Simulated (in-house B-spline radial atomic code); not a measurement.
# Sc¹⁴⁺: starting-point dependence of G0W0 and RPA

Aim: see how far the highest quasi-particle level and the RPA correlation energy of Sc¹⁴⁺ depend on the orbitals that they are built on.

Method: RPA, second order, AC-SOSEX and G0W0 (contour deformation) on a non-relativistic mean field, all electrons; no spin-orbit coupling, Breit or QED terms. Code: an in-house B-spline radial atomic code, version 1.

## 1. The atom as given

| Property | Result |
| --- | --- |
| element | scandium (Z = 21) |
| charge | +14 |
| electrons | 7 |
| configuration | [He] 2s2 2p3 |
| Hamiltonian | non-relativistic, point nucleus |
| starts | Hartree-Fock, PBE, r2SCAN, TPSS |

The outer shells:

Sc14+
```
[He] core
2s [↑↓]
2p [↑ ][↑ ][↑ ]
```

## 2. Run with the Hartree-Fock start

The run's settings:

```ini
Z = 21
electrons = 7.0
configuration = [He] 2s2 2p3
hamiltonian = nr
method = hf
lmax = 9
spin_polarised = True
box_radius = 5.25
intervals = 45
```

The run is started by

```console
> python run_gw.py task.json out
```

The settings of every run stand in task.json; they run in order.

The runs that follow: Run with the PBE start; Run with the r2SCAN start; Run with the TPSS start.

Q: Predict the outcome of this session. Wanted: highest level, mean field; highest level, G0W0; RPA correlation energy; RPA+SOSEX.

As calculated:

```
                                       quantity                                                                value
highest level, mean field (range over the runs)                                                  -930.3 to -889.5 eV
      highest level, G0W0 (range over the runs)                                                  -929.0 to -927.9 eV
                         RPA correlation energy                                           -0.4294 to -0.3780 hartree
                                      RPA+SOSEX                                           -0.2077 to -0.1969 hartree
    semi-empirical ionisation energy (2p shell)  926.50 ± 0.7 eV (NIST Atomic Spectra Database, ionization energies)
            G0W0 removal energy less that value                                                    +1.40 to +2.46 eV
```

**Reading.** The starts spread the highest level over 40.8 eV; after G0W0 1.1 eV remain, 2.6 % of that. Semilocal starts leave the level too high; G0W0 lowers it by 34 to 38 eV. The RPA energy is largest in size on PBE and smallest on Hartree-Fock, 12 % apart; over the runs it loosely follows the gap of the start, as smaller excitation energies give more correlation. The semi-empirical ionisation energy is 926.50 ± 0.7 eV; G0W0 misses it by +1.4 eV at best (on PBE) and +2.5 eV at worst (on Hartree-Fock). Relativity is left out, and for this shell its effect can be as large as the miss, so the comparison tests the Hamiltonian as much as the method. Read as a removal energy, the bare PBE level is off by -37.0 eV (-4.0 %) and the nearest bare level, Hartree-Fock's, by +3.83 eV.
